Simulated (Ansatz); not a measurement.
# Tb3InOs: the cost of one run

Program: Ansatz 0.2.0. Level of theory: DFT PBE, scalar-relativistic, plane waves, PAW; 4f electrons in the core of a trivalent norm-conserving potential. These are calculated values, not measurements.

**1. The starting structure**

The structure is cubic, space group Pm-3m (No. 221). Conventional cell: a = 4.191 Å, b = 4.191 Å, c = 4.191 Å, α = 90.00°, β = 90.00°, γ = 90.00°. Tb (site symmetry 4/mmm) is surrounded by 2 In at 2.10 Å. In (site symmetry m-3m) is surrounded by 6 Tb at 2.10 Å. Os (site symmetry m-3m) has 12 Tb at 2.96 Å in its first shell of neighbours.

Coordinates:

```xyz
5
Lattice="4.1912 0.0000 0.0000 0.0000 4.1912 0.0000 0.0000 0.0000 4.1912" Properties=species:S:1:pos:R:3 pbc="T T T"
Tb    2.0956    0.0000    0.0000
Tb    0.0000    2.0956    0.0000
Tb    0.0000    0.0000    2.0956
In    0.0000    0.0000    0.0000
Os    2.0956    2.0956    2.0956
```

Recipe of the guess: random cell by space group and Wyckoff sites (Pm-3m, No. 221). The dimensions are guesses.

**2. The guess as it stands, on a coarse mesh**

Contents of input.yaml:

```yaml
crystal:
  lattice:
    - [4.19124777, 0.0, 0.0]
    - [0.0, 4.19124777, 0.0]
    - [0.0, 0.0, 4.19124777]
  atoms:
    - { symbol: Tb, position: [0.5, 0.0, 0.0] }
    - { symbol: Tb, position: [0.0, 0.5, 0.0] }
    - { symbol: Tb, position: [0.0, 0.0, 0.5] }
    - { symbol: In, position: [0.0, 0.0, 0.0] }
    - { symbol: Os, position: [0.5, 0.5, 0.5] }
basis:
  ecutwfc: 690
kpoints:
  mp_grid: { grid: [4, 4, 4] }
hamiltonian:
  xc: pbe
  pseudopotentials:
    kind: paw
    azcp: { Tb: "pseudopotentials/pbe/nc/lanthanide_3plus/Tb.nc.azcp" }
scf:
  occupations: { method: gaussian, width: 0.1 }
  lower_state_search: "off"
output:
  forces: true
  stress: true
  eigenvalues: true
```

The run is started by

```console
> ansatz run input.yaml --threads 1 --pin off --max-ram 2560MiB --backend cpu --events-out ev --progress --plain --runs-dir out
```

What time and memory should one allow on 1 thread of Intel Xeon at 2.70GHz, shared host?

About 5.2 s, with a peak of 0.41 GiB.
